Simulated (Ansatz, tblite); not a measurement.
**Cu(PH3)(SiH3) (CuH6PSi): one state, many levels**

An exercise on one series of results from a longer session: the logs are not shown, and one member is left open.

Method: as each input shows; program: Ansatz 0.2.0, Gaussian basis.

The runs, in order: GFN1-xTB, GFN2-xTB, PBE-D4/def2-TZVP, r2SCAN-D4/def2-TZVP, B97M-V/def2-TZVP, HSE06-D4/def2-TZVP, ωB97X-V/def2-TZVP, ωB97M-V/def2-TZVP, r2SCANh-D4/def2-TZVP, B3LYP-D4/def2-TZVP, B2PLYP/def2-TZVP, PBE-D4/def2-SVP, PBE0-D4/def2-SVP, HF/STO-3G, HF/6-31G, B3LYP-D4/6-31G, PBE0-D4/def2-TZVPD, PBE-D4/def2-TZVPD, r2SCAN-D4/def2-TZVPD, CCSD(T)/def2-TZVPP, MP2/def2-TZVP, RPA/def2-TZVP.

## The relaxed structure

The geometry is that of the singlet, from an earlier relaxation (B3LYP-D4/def2-SVP).

9 atoms, charge 0, spin multiplicity 1.

Bond lengths: Cu1–P2 2.287 Å, Cu1–Si6 2.299 Å, P2–H3 1.421 Å, P2–H4 1.421 Å, P2–H5 1.421 Å, Si6–H7 1.506 Å, Si6–H8 1.506 Å, Si6–H9 1.506 Å. Angles: P2–Cu1–Si6 179.6°, Cu1–P2–H3 119.6°, Cu1–P2–H4 119.6°, Cu1–P2–H5 120.0°, H3–P2–H4 97.6°, H3–P2–H5 97.6°, H4–P2–H5 97.6°, Cu1–Si6–H7 114.4°, Cu1–Si6–H8 114.4°, Cu1–Si6–H9 114.2°, H7–Si6–H8 104.2°, H7–Si6–H9 104.2°, H8–Si6–H9 104.2°.

Geometry (Å):

| atom | x (Å) | y (Å) | z (Å) |
| --- | --- | --- | --- |
| Cu1 | 0.0043 | 0.0105 | -0.0220 |
| P2 | 0.0002 | -0.0133 | 2.2645 |
| H3 | 0.8118 | -0.9506 | 2.9577 |
| H4 | -1.2122 | -0.2651 | 2.9606 |
| H5 | 0.3935 | 1.1448 | 2.9870 |
| Si6 | 0.0016 | 0.0179 | -2.3209 |
| H7 | 1.3206 | 0.3914 | -2.9443 |
| H8 | -0.9827 | 0.9755 | -2.9391 |
| H9 | -0.3369 | -1.3111 | -2.9434 |

Formally the metal is d10. No spin-orbit coupling is included.

PBE0-D4/def2-TZVP was run before; its log isn't repeated, and its numbers join the tables.

Set-up of the first run:

Tight binding, by tblite at 300 K electronic temperature and without a spin-polarisation term:

```python
tblite.interface.Calculator('GFN1-xTB', numbers, positions, charge=0, uhf=0).singlepoint()
```

Tight binding, by tblite at 300 K electronic temperature and without a spin-polarisation term:

```python
tblite.interface.Calculator('GFN2-xTB', numbers, positions, charge=0, uhf=0).singlepoint()
```

start.molden holds the orbitals of an earlier run on this state, given as this run's starting guess.

Contents of in.yaml:

```yaml
crystal:
  periodic: [false, false, false]
  atoms:
    - {symbol: Cu, position_ang: [0.004261, 0.010509, -0.021950]}
    - {symbol: P, position_ang: [0.000155, -0.013316, 2.264465]}
    - {symbol: H, position_ang: [0.811784, -0.950643, 2.957673]}
    - {symbol: H, position_ang: [-1.212205, -0.265126, 2.960615]}
    - {symbol: H, position_ang: [0.393464, 1.144839, 2.986956]}
    - {symbol: Si, position_ang: [0.001558, 0.017889, -2.320950]}
    - {symbol: H, position_ang: [1.320627, 0.391425, -2.944309]}
    - {symbol: H, position_ang: [-0.982739, 0.975546, -2.939120]}
    - {symbol: H, position_ang: [-0.336906, -1.311125, -2.943390]}
basis:
  gaussian: {orbitals: def2-TZVP, initial_orbitals: start.molden}
hamiltonian: {xc: pbe, dispersion: d4}
scf: {omitted_lower_state_checks: [starts]}
output: {orbitals: {seedname: orbitals}}
```

On the command line:

```console
> ansatz run in.yaml --threads 4 --pin off --events-out ev --progress --plain --max-ram 3916MiB
```

Steps of the session up to this table: PBE-D4/def2-TZVP; r2SCAN-D4/def2-TZVP; B97M-V/def2-TZVP; HSE06-D4/def2-TZVP; ωB97X-V/def2-TZVP; ωB97M-V/def2-TZVP; r2SCANh-D4/def2-TZVP; B3LYP-D4/def2-TZVP; B2PLYP/def2-TZVP; PBE-D4/def2-SVP; PBE0-D4/def2-SVP; HF/STO-3G; HF/6-31G; B3LYP-D4/6-31G; PBE0-D4/def2-TZVPD; PBE-D4/def2-TZVPD; r2SCAN-D4/def2-TZVPD; CCSD(T)/def2-TZVPP; MP2/def2-TZVP; RPA/def2-TZVP.

One of the session's tables, all rows but one given; the rest of the session is left out.

It belongs to the step «Levels side by side». 

| level | HOMO (eV) | gap (eV) |
| --- | --- | --- |
| HF/STO-3G | -2.97 | 6.50 |
| HF/6-31G | -7.70 | 9.54 |
| PBE-D4/def2-SVP | -5.03 | 3.70 |
| PBE-D4/def2-TZVP | ? | ? |
| PBE-D4/def2-TZVPD | -5.32 | 3.38 |
| r2SCAN-D4/def2-TZVP | -5.39 | 3.79 |
| r2SCAN-D4/def2-TZVPD | -5.40 | 3.67 |
| B97M-V/def2-TZVP | -5.45 | 3.70 |
| r2SCANh-D4/def2-TZVP | -5.73 | 4.44 |
| B3LYP-D4/6-31G | -5.43 | 4.56 |
| B3LYP-D4/def2-TZVP | -5.99 | 4.84 |
| PBE0-D4/def2-SVP | -5.92 | 5.45 |
| PBE0-D4/def2-TZVP | -6.13 | 5.18 |
| PBE0-D4/def2-TZVPD | -6.14 | 5.00 |
| HSE06-D4/def2-TZVP | -5.73 | 4.41 |
| ωB97X-V/def2-TZVP | -8.27 | 9.37 |
| ωB97M-V/def2-TZVP | -8.18 | 9.03 |

Q: Estimate the row for PBE-D4/def2-TZVP from the others.

The run gave: HOMO (eV): -5.29; gap (eV): 3.50. In the column «HOMO (eV)» it lies between PBE-D4/def2-TZVPD (-5.32) and PBE-D4/def2-SVP (-5.03).
